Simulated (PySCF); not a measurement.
# YSF: other functionals and bases at one geometry

An exercise on one series of results from a longer session: the logs are not shown, and one member is left open.

Computed with PySCF 2.14.0. Level: several levels, as the steps say, no spin–orbit coupling.

1 further run of the same task is left out (for a known fault of the program).

## The system as given

3 atoms, charge 0, spin multiplicity 1.

Bond lengths: Y1–S2 2.304 Å, Y1–F3 1.987 Å. Angles: S2–Y1–F3 116.9°.

Coordinates:

```xyz
3
charge 0, multiplicity 1
Y    -0.2499    0.0000   -0.4823
S     1.7341    0.0000    0.6887
F    -1.9245    0.0000    0.5874
```

Formal oxidation states: Y +3. An earlier session relaxed this geometry at PBE0, Y def2-SVP with ECP28, S def2-SVP, F def2-SVP (singlet, point group Cs).

At PBE0 on the finer grid: E = -536.015870 Eh, HOMO -5.96 eV, LUMO -2.72 eV, Mulliken charge on Y1 +0.76 e, largest force component 0.018 eV/Å. 

Levels to run: TPSSh; M06-L; PBE0, TZVP. Hardware: 2 threads of Intel Xeon Platinum 8488C (Sapphire Rapids), shared host.

The first run:

File run.py (the lines that set the calculation):

```python
mol = gto.M(atom='''
Y     -0.24994     0.00000    -0.48232
S      1.73411     0.00000     0.68871
F     -1.92446     0.00000     0.58737''',
    basis={'Y': 'def2-SVP', 'S': 'def2-SVP', 'F': 'def2-SVP'},
    ecp={'Y': 'def2-SVP'},
    charge=0, spin=0)
mf = dft.RKS(mol, xc='TPSSH')
mf.grids.atom_grid = (75, 302)
mf = mf.density_fit()  # fitting sets: Y def2-universal-JKFIT, S def2-universal-JKFIT, F def2-universal-JKFIT
mf.conv_tol = 1e-08; mf.max_cycle = 55
mf.kernel(dm0)  # dm0: the density of the relaxed state
```

Launch:

```console
OMP_NUM_THREADS=2 python run.py
```

Among the steps run: TPSSh; M06-L; PBE0, TZVP.

One of the session's tables, all rows but one given; the rest of the session is left out.

```
              level  HOMO (eV)  gap (eV)  charge on Y1 (e)  dipole (D)  largest force component (eV/Å)
PBE0 (relaxed here)      -5.96      3.24              0.76        8.03                            0.02
              TPSSh      -5.36      2.46              0.76        7.93                            0.28
              M06-L      -4.89      2.53              0.90        8.16                            0.26
         PBE0, TZVP          ?         ?                 ?           ?                               ?
```

**Question.** Estimate the row for PBE0, TZVP.

As computed: HOMO (eV): -6.02; gap (eV): 3.25; charge on Y1 (e): 1.11; dipole (D): 8.23; largest force component (eV/Å): 0.06. In the column «HOMO (eV)» it is the lowest.

In one basis the HOMO–LUMO gap runs from 2.46 eV (TPSSh) to 3.24 eV (PBE0). The largest leftover force, 0.28 eV/Å with TPSSh, stands at a geometry relaxed at another level. Total energies of different levels can't be compared.
